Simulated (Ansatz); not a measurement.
Ta3AsAu2O13:

```xyz
19
Lattice="5.8867 0.0000 0.0000 2.1999 5.9141 0.0000 1.8511 1.7387 7.5612" Properties=species:S:1:pos:R:3 pbc="T T T"
Ta    3.5277    1.3160    4.4372
Ta    8.4178    4.9827    5.7729
Ta    1.3628    1.9465    1.4293
As    2.4231    5.3064    0.2074
Au    3.4839    4.6592    2.8842
Au    6.1205    3.7050    4.3004
O     2.5978    3.8074    1.2502
O     5.5381    0.8840    0.8829
O     5.2555    7.1547    6.3269
O     8.6768    6.4960    6.9563
O     6.8740    5.5793    4.1349
O     3.0284    3.4459    4.4876
O     3.9928    5.7779    1.3008
O     5.2710    1.9508    4.6573
O     3.4494    3.9716    7.1031
O     2.8087    1.6387    2.7018
O     3.9884    5.7860    4.4874
O     6.7104    4.2028    6.1533
O     6.0937    3.0477    2.3580
```

The cell was built by a generator and needn't be a form met in nature.

| Quantity | Value |
| --- | --- |
| Program | Ansatz 0.2.0 |
| Task | relaxation of cell and atoms |
| Functional | PBE |
| Dispersion | D4 |
| Potentials or basis | Ansatz PAW |
| Cutoff | 420 eV (not typed: the program's choice for these potentials) |
| k mesh | 4 × 4 × 3 |
| Occupations | fermi-dirac, width 0.05 eV |
| Spin | no spin polarisation |

At the start: volume 13.85 Å³/atom.

**Question.** Where does the relaxation end?

**Answer.** It ends after 13 steps and the volume is 13.27 Å³/atom (-4.2 %); space group P1 (No. 1, to 0.05 Å).

The path:
| step | energy change (eV) | largest force (eV/Å) | volume (Å³) |
| --- | --- | --- | --- |
| 1 | 0.0000 | 0.0327 | 263.24 |
| 2 | -0.0788 | 0.3646 | 253.64 |
| 3 | -0.0852 | 0.1889 | 255.69 |
| 4 | -0.0944 | 0.1060 | 254.98 |
| 5 | -0.1048 | 0.0499 | 253.49 |
| 6 | -0.1054 | 0.0329 | 253.41 |
| 7 | -0.1058 | 0.0198 | 253.34 |
| 8 | -0.1058 | 0.0082 | 253.35 |
| 9 | -0.0758 | 0.0082 | 253.35 |
| 10 | -0.0828 | 0.0320 | 251.86 |
| 11 | -0.0820 | 0.0135 | 252.13 |
| 12 | -0.0820 | 0.0056 | 252.14 |
| 13 | -0.0772 | 0.0056 | 252.14 |

Final structure:
```
CELL_PARAMETERS angstrom
5.76437 0.05370 0.07381
2.20809 5.84915 0.02487
1.92328 1.72707 7.52809
ATOMIC_POSITIONS crystal
Ta 0.39466 0.05215 0.58338
Ta 0.94918 0.62803 0.76416
Ta 0.07319 0.27602 0.18593
As 0.06158 0.89196 0.02956
Au 0.22625 0.67686 0.37787
Au 0.69349 0.44863 0.57392
O 0.17003 0.59543 0.16391
O 0.84967 0.11937 0.12395
O 0.26221 0.96551 0.83444
O 0.85788 0.82993 0.92932
O 0.70981 0.77466 0.54518
O 0.18126 0.40803 0.59229
O 0.28416 0.92863 0.16508
O 0.66224 0.13061 0.62007
O 0.14673 0.39885 0.93508
O 0.30912 0.17334 0.35129
O 0.19383 0.80742 0.59058
O 0.70372 0.46845 0.81924
O 0.77095 0.42613 0.31474
```

Caveat: the plane-wave basis is chosen anew once the cell has moved, so the energies of steps on either side of that aren't comparable; the pressure holds a Pulay correction of +0.6 GPa for the finite cutoff.
